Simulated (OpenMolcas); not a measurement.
**Ir⁴⁺ among point charges: CASSCF and CASPT2 levels and susceptibility**

Aim: the splitting of the states of Ir⁴⁺ in the field of 4 point charges, its lowest levels with spin-orbit coupling and its magnetic susceptibility.

Method: state-averaged CASSCF and CASPT2, spin-orbit coupling by RASSI with atomic mean-field integrals. Code: OpenMolcas 26.06.

## (1) Starting point

| Property | Result |
| --- | --- |
| Species | Ir⁴⁺ (iridium, Z = 77, 73 electrons) |
| Basis | ANO-RCC-VDZP [7s6p4d2f], 59 functions |
| Scalar Hamiltonian | DKH2, point nucleus |
| Inactive shells | 1s 2s 2p 3s 3p 3d 4s 4p 4d 4f 5s 5p |
| Active space | 5 electrons in 5 orbitals (5d) |
| Some configurations of this space | 5d⁵ |
| Orbitals | optimised for each spin and parity, averaged over all roots |

The outer shells:

5d5
```
5d [↑ ][↑ ][↑ ][↑ ][↑ ]
```

The ion sits among 4 point charges of -2.5 e arranged as a square (D4h), 2.19 Å from the ion.

Each step is its own input file, run in one work folder so that later steps find the files of earlier ones. Labels, J, g values, rates, χT and fits are worked out afterwards by a script from the matrices that RASSI stores. The input lists half of the charges; inversion (Group=XYZ) makes the rest.

## (2) Basis and integrals

Input file a.inp:

```
&GATEWAY
Coord
1

Ir 0.0 0.0 0.0
Basis=ANO-RCC-VDZP
Group=XYZ
NoMove
AngMom=0.0 0.0 0.0
AMFI
XField
2 Angstrom 0
2.190000 0.000000 0.000000 -2.500000
0.000000 2.190000 0.000000 -2.500000
&SEWARD
```

## (3) Reference wave functions, sextets of even parity, 1 root

Input file a.inp:

```
&RASSCF
FileOrb=start.orb
Symmetry=1
Spin=6
nActEl=5 0 0
Inactive=15 19
Ras2=5 0
CIRoot=1 1 1
SDav=1
CIMx=300
Iter=120 100
PrWF=0.3
OrbListing=Nothing
MaxOrb=0
>>> COPY $Project.JobIph JOB001
```

start.orb holds the contracted functions of the basis, ordered by shell, or the orbitals of the step before.

## (4) CASSCF: quartets of even parity, 24 roots

Input file a.inp:

```
&RASSCF
FileOrb=start.orb
Symmetry=1
Spin=4
nActEl=5 0 0
Inactive=15 19
Ras2=5 0
CIRoot=24 24 1
SDav=24
CIMx=300
Iter=120 100
PrWF=0.3
OrbListing=Nothing
MaxOrb=0
>>> COPY $Project.JobIph JOB002
```

## (5) CASSCF: doublets of even parity, 75 roots

Input file a.inp:

```
&RASSCF
FileOrb=start.orb
Symmetry=1
Spin=2
nActEl=5 0 0
Inactive=15 19
Ras2=5 0
CIRoot=75 75 1
SDav=75
CIMx=300
Iter=120 100
PrWF=0.3
OrbListing=Nothing
MaxOrb=0
>>> COPY $Project.JobIph JOB003
```

## (6) RASSI: spin-orbit coupling between the states

Input file a.inp:

```
&RASSI
NrOfJobIphs=3 1 24 75
1
1 2 3 4 5 6 7 8 9 10 11 12 13 14 15 16 17 18 19 20 21 22 23 24
1 2 3 4 5 6 7 8 9 10 11 12 13 14 15 16 17 18 19 20 21 22 23 24 25 26 27
28 29 30 31 32 33 34 35 36 37 38 39 40 41 42 43 44 45 46 47 48 49 50 51
52 53 54 55 56 57 58 59 60 61 62 63 64 65 66 67 68 69 70 71 72 73 74 75
IphNames
JOB001
JOB002
JOB003
EJob
SpinOrbit
DIPRint=1.0
SOCoupling=1000.0
Subsets=2
Property=9
'ANGMOM' 1 'ANGMOM' 2 'ANGMOM' 3 'MLTPL  1' 1 'MLTPL  1' 2 'MLTPL  1' 3
'AMFI' 1 'AMFI' 2 'AMFI' 3
SOProperty=3
'ANGMOM' 1 'ANGMOM' 2 'ANGMOM' 3
```

## (7) CASPT2: IPEA 0.25, imaginary shift 0.1 (closed shells correlated: 5s 5p)

Input file a.inp:

```
>>> COPY JOB001 $Project.JobIph
&CASPT2
Multistate=1 1
Frozen=14 16
IPEA=0.25
Imaginary=0.1
MaxIter=60
WThr=0.0 0.3 0.05
PrWF=0.5
NoMix
>>> COPY JOB002 $Project.JobIph
&CASPT2
Multistate=24 1 2 3 4 5 6 7 8 9 10 11 12 13 14 15 16 17 18 19 20 21 22
23 24
NoMult
Frozen=14 16
IPEA=0.25
Imaginary=0.1
MaxIter=60
WThr=0.0 0.3 0.05
PrWF=0.5
NoMix
>>> COPY JOB003 $Project.JobIph
&CASPT2
Multistate=75 1 2 3 4 5 6 7 8 9 10 11 12 13 14 15 16 17 18 19 20 21 22
23 24 25 26 27 28 29 30 31 32 33 34 35 36 37 38 39 40 41 42 43 44 45 46
47 48 49 50 51 52 53 54 55 56 57 58 59 60 61 62 63 64 65 66 67 68 69 70
71 72 73 74 75
NoMult
Frozen=14 16
IPEA=0.25
Imaginary=0.1
MaxIter=60
WThr=0.0 0.3 0.05
PrWF=0.5
NoMix
```

(Steps that only read results are left out.)

Before running it: what results should come out? Wanted: spin-free ground state; lowest level; next level.

The runs gave:

| quantity | value |
| --- | --- |
| method | SS-CASPT2, IPEA 0.25, imaginary shift 0.1 (closed shells correlated: 5s 5p) |
| spin-free ground state | 6A1, 1-fold in its orbital part |
| lowest level | 2-fold E1/2, g = 1.62, 5.26, 5.26 |
| next level | 1053.9 cm⁻¹ |
| χT at 300 K | 2.44 cm³ K/mol |
| effective moment at 300 K | 4.42 μB |

Cost by method:

```tsv
method	time of its own steps	time with the reference
A. CASSCF	29 s	29 s
B. SS-CASPT2, IPEA 0.25, imaginary shift 0.1, +5s 5p	5.6 s	34 s
```

Times are of one thread on a shared host.

In words: The spin-free ground state (6A1) comes to 100 % from free-ion S terms and keeps the highest spin of the shell. χT at 300 K is 2.44, against 4.39 cm³ K/mol for the spin alone, so spin-orbit coupling lowers it. An active space of the d shell alone favours high spin; real ions in strong fields can be low spin. The field of point charges can differ much from that of real complexes. With metal d orbitals alone active, the gaps between spin states are rough; where two lie within a few thousand cm-1, their order is open. This is an electrostatic model: the charges have no orbitals.
